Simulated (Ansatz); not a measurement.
## Ta3N in Ansatz: the effect of functional

The system is Ta3N.

```
CELL_PARAMETERS angstrom
3.01187 0.00000 0.00000
-1.50594 2.60836 0.00000
0.00000 0.00000 7.47364
ATOMIC_POSITIONS crystal
Ta 0.66667 0.33333 0.82607
Ta 0.33333 0.66667 0.17393
Ta 0.00000 0.00000 0.50000
N 0.00000 0.00000 0.00000
```

The cell comes from a database or a generator and needn't be the stable form of this composition.

The cell isn't the ideal one: volume scaled by 0.98.

Alike in all runs:

```yaml
Program: Ansatz 0.2.0
Task: single point
Potentials_or_basis: Ansatz PAW
k_mesh: 10 × 10 × 4
Occupations: fermi-dirac, width 0.05 eV
Spin: no spin polarisation
```

One run gave: pressure 1.2 GPa; largest force 0.05 eV/Å. Which functional did it use?
A. PBE
B. r2SCAN
C. LDA

B.

| functional | cutoff | pressure (GPa) | largest force (eV/Å) |
| --- | --- | --- | --- |
| LDA | 420 eV (not typed: the program's choice for these potentials) | -8.6 | 0.41 |
| r2SCAN | 500 eV (not typed: the program's choice for these potentials) | 1.2 | 0.05 |
| PBE | 420 eV (not typed: the program's choice for these potentials) | 4.4 | 0.01 |

Caveats: the PAW data sets come from PBE, with cores solved anew for the run's functional, which leaves a small shift of forces and pressure (some runs).
